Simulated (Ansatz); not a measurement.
Crystal: YbInCu4.

```xyz
6
Lattice="0.0000 3.5787 3.5787 3.5787 0.0000 3.5787 3.5787 3.5787 0.0000" Properties=species:S:1:pos:R:3 pbc="T T T"
Yb    5.3681    5.3681    5.3681
In    0.0000    0.0000    0.0000
Cu    2.6812    4.4763    4.4763
Cu    2.6812    2.6812    2.6812
Cu    4.4763    4.4763    2.6812
Cu    4.4763    2.6812    4.4763
```

| Item | Value |
| --- | --- |
| Program | Ansatz 0.2.0 |
| Task | single point |
| Functional | PBEsol |
| Potentials or basis | Ansatz PAW |
| Cutoff | 420 eV (not typed: the program's choice for these potentials) |
| k mesh | 7 × 7 × 7 |
| Occupations | fermi-dirac, width 0.05 eV |
| Spin | collinear spin, ferromagnetic start |
| Starting moments | [1.0, 0.0, 0.6, 0.6, 0.6, 0.6] μB |

On this cell: pressure -2.2 GPa; largest force 0.014 eV/Å; net moment 0.00 μB per cell; band gap on the k mesh none (metal or under the smearing width).

The same run follows on a disturbed copy (atoms moved at random, drawn with an rms of 0.05 Å):

```
CELL_PARAMETERS angstrom
0.00000 3.57875 3.57875
3.57875 0.00000 3.57875
3.57875 3.57875 0.00000
ATOMIC_POSITIONS crystal
Yb 0.75450 0.75223 0.74728
In 0.00390 0.00461 0.99157
Cu 0.87623 0.37692 0.37793
Cu 0.38230 0.37769 0.37473
Cu 0.36482 0.38749 0.87891
Cu 0.38633 0.86545 0.36496
```

**Question.** What changes?

**Answer.** The energy (extrapolated to zero smearing) moves by +6.3 meV/atom; pressure -2.0 GPa; largest force 0.615 eV/Å; net moment 0.00 μB per cell; band gap on the k mesh none (metal or under the smearing width).

Forces on the atoms (eV/Å):
```
Yb  -0.021 -0.133  0.013
In   0.075  0.063 -0.025
Cu  -0.163  0.196  0.066
Cu  -0.247 -0.150 -0.308
Cu  -0.153  0.218 -0.033
Cu   0.508 -0.194  0.287
```

Stress tensor (GPa, compression positive):
```
-1.92 -0.06  0.11
-0.06 -2.00  0.11
 0.11  0.11 -2.00
```

Caveats: spin-orbit coupling is left out, which moves the levels of the heavy elements; without U or exact exchange the open f shell lies at the Fermi level, which spoils levels, moments and volumes; the PAW data sets come from PBE, with cores solved anew for the run's functional, which leaves a small shift of forces and pressure; the starting moments weren't kept.
